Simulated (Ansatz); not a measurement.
**CH₃Ga (triplet): from Hartree-Fock to the top rungs at distance C1–Ga2 = 2.122 Å, cc-pVDZ**

How much of the correlation energy of CH₃Ga (triplet) does each wave-function method recover here?

Computed with Ansatz 0.2.0, Gaussian basis. Level: cc-pVDZ, core rule «outside noble gas», up to 15 orbitals frozen.

To be run: UHF; CCSD(T) on ROHF; CCSD(T) on UHF; BCCD(T) on ROHF; CISD; CCSDT(Q) on ROHF; CCSDT(Q) on UHF; CASSCF and MRCISD+Q, 4 electrons in 4 orbitals; CASSCF and NEVPT2, 4 electrons in 4 orbitals.

24 further runs of the same task are left out: 4 for a known fault of the program, 1 for a mislabelled method, 15 that didn't finish, 4 set aside as unsound or not needed.

**1. The system**

The geometry derives from a PBE0/def2-TZVP stationary point (not a proven minimum). One bond is set to the value named and the two fragments are kept rigid. No spin-orbit coupling is included. The filled d shell of Ga may be among the frozen orbitals whatever the setting's name suggests; the logs give the count.

5 atoms, charge 0, spin multiplicity 3.

Atoms are counted from 1 here; the program's logs count them from 0.

Bond lengths: C1–Ga2 2.122 Å, C1–H3 1.090 Å, C1–H4 1.087 Å, Ga2–H5 1.596 Å. Angles: Ga2–C1–H3 122.8°, Ga2–C1–H4 123.5°, H3–C1–H4 113.7°, C1–Ga2–H5 119.5°.

**2. UHF**

in.yaml reads:

```yaml
crystal:
  periodic: [false, false, false]
  atoms:
    - {symbol: C, position_ang: [0.000000, 0.091439, 1.763732]}
    - {symbol: Ga, position_ang: [0.000000, -0.038395, -0.354293]}
    - {symbol: H, position_ang: [0.000000, 1.042088, 2.296537]}
    - {symbol: H, position_ang: [0.000000, -0.776688, 2.417605]}
    - {symbol: H, position_ang: [0.000000, 1.300954, -1.223161]}
basis:
  gaussian: {orbitals: cc-pVDZ}
magnetization: {spin_polarized: true, initial_magnetization: 2}
hamiltonian: {xc: hf}
output: {orbitals: {seedname: orbitals}}
```

Launch:

```sh
$ ansatz run in.yaml --threads 1 --pin off --events-out ev --progress --plain --max-ram 2393MiB
```

After this run come: CCSD(T) on ROHF; CCSD(T) on UHF; BCCD(T) on ROHF; CISD; CCSDT(Q) on ROHF; CCSDT(Q) on UHF; CASSCF and MRCISD+Q, 4 electrons in 4 orbitals; CASSCF and NEVPT2, 4 electrons in 4 orbitals.

**Question.** What will the summary of the whole plan be? Wanted: UCCSDT(Q) below the RHF energy; RMP2 from UCCSDT(Q); UMP2 from UCCSDT(Q); RCCSD from UCCSDT(Q); RCCSD(T) from UCCSDT(Q); UCCSD(T) from UCCSDT(Q); RCCSDT(Q) from UCCSDT(Q); NEVPT2 pair from UCCSDT(Q); MRCISD+Q pair from UCCSDT(Q).

As calculated:

| quantity | value |
| --- | --- |
| UCCSDT(Q) below the RHF energy | -5.6834 eV |
| RMP2 from UCCSDT(Q) | +100.8 kJ/mol |
| UMP2 from UCCSDT(Q) | +101.5 kJ/mol |
| RCCSD from UCCSDT(Q) | +17.4 kJ/mol |
| RCCSD(T) from UCCSDT(Q) | +4.0 kJ/mol |
| UCCSD(T) from UCCSDT(Q) | +3.4 kJ/mol |
| RCCSDT(Q) from UCCSDT(Q) | +0.7 kJ/mol |
| NEVPT2 pair from UCCSDT(Q) | +100.2 kJ/mol |
| MRCISD+Q pair from UCCSDT(Q) | +4.6 kJ/mol |
| levels within 1 kcal/mol (43 meV) | RCCSD(T), UCCSD(T), BCCD(T), RCCSDT, UCCSDT, RCCSDT(Q) |
| T1 diagnostic | 0.022 |

In words: RCCSD(T) misses by +4.0 kJ/mol, 0.7 % of the correlation energy. Of the multireference levels listed MRCISD+Q pair comes nearest in total energy (+4.6 kJ/mol), which doesn't show that its space is the better one. These misses are within one basis, not against nature; the frozen cores of restricted and unrestricted runs differ, which can shift their rows.
